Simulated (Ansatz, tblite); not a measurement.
# The cluster Ga₄H₁₂O₁₂: rung by rung

How do method and basis change the picture of the cluster Ga₄H₁₂O₁₂ (singlet)?

Method: as each input shows; program: Ansatz 0.2.0, Gaussian basis.

Levels to be run: GFN1-xTB, GFN2-xTB, PBE-D4/def2-TZVP, r2SCAN-D4/def2-TZVP, BHLYP-D4/def2-TZVP, ωB97M-V/def2-TZVP, LC-ωPBE/def2-TZVP, PBE+5HF/def2-SVP, PBE+10HF/def2-SVP, PBE+15HF/def2-SVP, PBE+35HF/def2-SVP, PBE+50HF/def2-SVP, PBE-D4/def2-SVP, PBE0-D4/def2-SVP, HF/STO-3G, HF/6-31G, B3LYP-D4/6-31G, MP2/def2-SVP, RPA/def2-SVP.

## (1) The geometry

The singlet was relaxed beforehand with r2SCAN-D4/def2-SVP.

28 atoms, charge 0, spin multiplicity 1.

Bond lengths: Ga1–O6 2.022 Å, Ga1–O8 1.820 Å, Ga1–O10 2.097 Å, Ga1–O11 2.088 Å, Ga1–O12 2.019 Å, Ga1–O15 1.990 Å, Ga2–O5 1.837 Å, Ga2–O6 1.920 Å, Ga2–O7 1.783 Å, Ga2–O12 1.874 Å, Ga3–O13 1.821 Å, Ga3–O14 1.943 Å, Ga3–O15 1.878 Å, Ga3–O16 1.792 Å, Ga4–O9 1.779 Å, Ga4–O10 1.839 Å, Ga4–O11 1.873 Å, Ga4–O14 1.894 Å and more. Angles: O6–Ga1–O8 101.7°, O6–Ga1–O10 85.8°, O6–Ga1–O11 102.7°, O6–Ga1–O12 77.2°, O6–Ga1–O15 164.0°, O8–Ga1–O10 165.4°, O8–Ga1–O11 93.7°, O8–Ga1–O12 107.8°, O8–Ga1–O15 90.8°, O10–Ga1–O11 72.3°, O10–Ga1–O12 86.0°, O10–Ga1–O15 84.3°, O11–Ga1–O12 158.2°, O11–Ga1–O15 86.3°, O12–Ga1–O15 89.5°, O5–Ga2–O6 108.0°, O5–Ga2–O7 113.9°, O5–Ga2–O12 103.8° and more.

PBE0-D4/def2-TZVP was run before; its log isn't repeated, and its numbers join the tables.

## (2) GFN1-xTB

Tight binding, by tblite at 300 K electronic temperature and without a spin-polarisation term:

```python
tblite.interface.Calculator('GFN1-xTB', numbers, positions, charge=0, uhf=0).singlepoint()
```

Energy -1866.3146 eV, HOMO -11.65 eV, LUMO -5.57 eV; 0.052 s.

## (3) GFN2-xTB

Tight binding, by tblite at 300 K electronic temperature and without a spin-polarisation term:

```python
tblite.interface.Calculator('GFN2-xTB', numbers, positions, charge=0, uhf=0).singlepoint()
```

Energy -1640.3725 eV, HOMO -12.09 eV, LUMO -8.27 eV; 0.046 s.

## (4) PBE-D4/def2-TZVP

start.molden holds the orbitals of an earlier run on this state, given as this run's starting guess.

in.yaml

```yaml
crystal:
  periodic: [false, false, false]
  atoms:
    - {symbol: Ga, position_ang: [0.328829, 0.533179, 1.198692]}
    - {symbol: Ga, position_ang: [1.413094, 2.208026, -0.931558]}
    - {symbol: Ga, position_ang: [0.248693, -2.400182, -0.363343]}
    - {symbol: Ga, position_ang: [-2.312780, -0.560069, 0.243250]}
    - {symbol: O, position_ang: [0.318110, 1.625173, -2.286259]}
    - {symbol: O, position_ang: [0.331593, 2.474430, 0.631943]}
    - {symbol: O, position_ang: [2.526548, 3.515350, -1.412599]}
    - {symbol: O, position_ang: [0.955604, 0.646927, 2.903197]}
    - {symbol: O, position_ang: [-4.052105, -0.475955, -0.121134]}
    - {symbol: O, position_ang: [-0.819209, 0.192042, -0.522099]}
    - {symbol: O, position_ang: [-1.647918, 0.235274, 1.803166]}
    - {symbol: O, position_ang: [1.911911, 0.631083, -0.050499]}
    - {symbol: O, position_ang: [1.210592, -1.536491, -1.646201]}
    - {symbol: O, position_ang: [-1.687056, -2.276823, -0.256454]}
    - {symbol: O, position_ang: [0.503869, -1.449157, 1.235674]}
    - {symbol: O, position_ang: [0.509692, -4.162655, -0.170118]}
    - {symbol: H, position_ang: [0.273120, 2.163714, -3.084530]}
    - {symbol: H, position_ang: [-0.505328, 2.952361, 0.577809]}
    - {symbol: H, position_ang: [3.185075, 3.726607, -0.739091]}
    - {symbol: H, position_ang: [1.347030, 1.508844, 3.087774]}
    - {symbol: H, position_ang: [-4.498294, 0.259506, 0.317181]}
    - {symbol: H, position_ang: [-0.661317, 0.721166, -1.351329]}
    - {symbol: H, position_ang: [-1.661134, -0.154231, 2.688082]}
    - {symbol: H, position_ang: [1.909775, -0.172255, -0.632576]}
    - {symbol: H, position_ang: [0.693422, -0.877201, -2.133830]}
    - {symbol: H, position_ang: [-2.150221, -3.108280, -0.085972]}
    - {symbol: H, position_ang: [1.165998, -1.709440, 1.890654]}
    - {symbol: H, position_ang: [1.162396, -4.510923, -0.789851]}
basis:
  gaussian: {orbitals: def2-TZVP, fitting: {mean_field: def2-universal-jkfit}, initial_orbitals: start.molden}
hamiltonian: {xc: pbe, dispersion: d4}
scf: {omitted_lower_state_checks: [starts]}
output: {orbitals: {seedname: orbitals}}
```

The run is started by

```
$ ansatz run in.yaml --threads 2 --pin off --events-out ev --progress --plain --max-ram 32768MiB --backend cuda --devices 0, --max-vram 18GiB
```

The runs that follow: r2SCAN-D4/def2-TZVP; BHLYP-D4/def2-TZVP; ωB97M-V/def2-TZVP; LC-ωPBE/def2-TZVP; PBE+5HF/def2-SVP; PBE+10HF/def2-SVP; PBE+15HF/def2-SVP; PBE+35HF/def2-SVP; PBE+50HF/def2-SVP; PBE-D4/def2-SVP; PBE0-D4/def2-SVP; HF/STO-3G; HF/6-31G; B3LYP-D4/6-31G; MP2/def2-SVP; RPA/def2-SVP.

**Question.** What will the summary of the whole plan be? Wanted: gap in def2-TZVP, named functionals, smallest and largest; gap over the share of exact exchange; correlation energy, MP2/def2-SVP; binding an atom, functionals in def2-TZVP; PBE0 total energy, smallest basis above largest.

As calculated:

| quantity | value |
| --- | --- |
| gap in def2-TZVP, named functionals, smallest and largest | 4.07 eV (PBE-D4), 11.82 eV (LC-ωPBE) |
| gap over the share of exact exchange | 4.04 eV at 0, 9.46 eV at 0.5 |
| correlation energy, MP2/def2-SVP | -85.91 eV |
| binding an atom, functionals in def2-TZVP | 3.65 (BHLYP-D4) to 3.92 eV (PBE-D4) |
| PBE0 total energy, smallest basis above largest | 56.68 eV (def2-SVP, def2-TZVP) |

**Reading.** Over the named functionals in def2-TZVP the gap runs from 4.07 eV (PBE-D4) to 11.82 eV (LC-ωPBE); exact exchange widens it. Raising the share of exact exchange from 0 to 0.5 moves the HOMO by -3.61 eV and the LUMO by +1.81 eV.
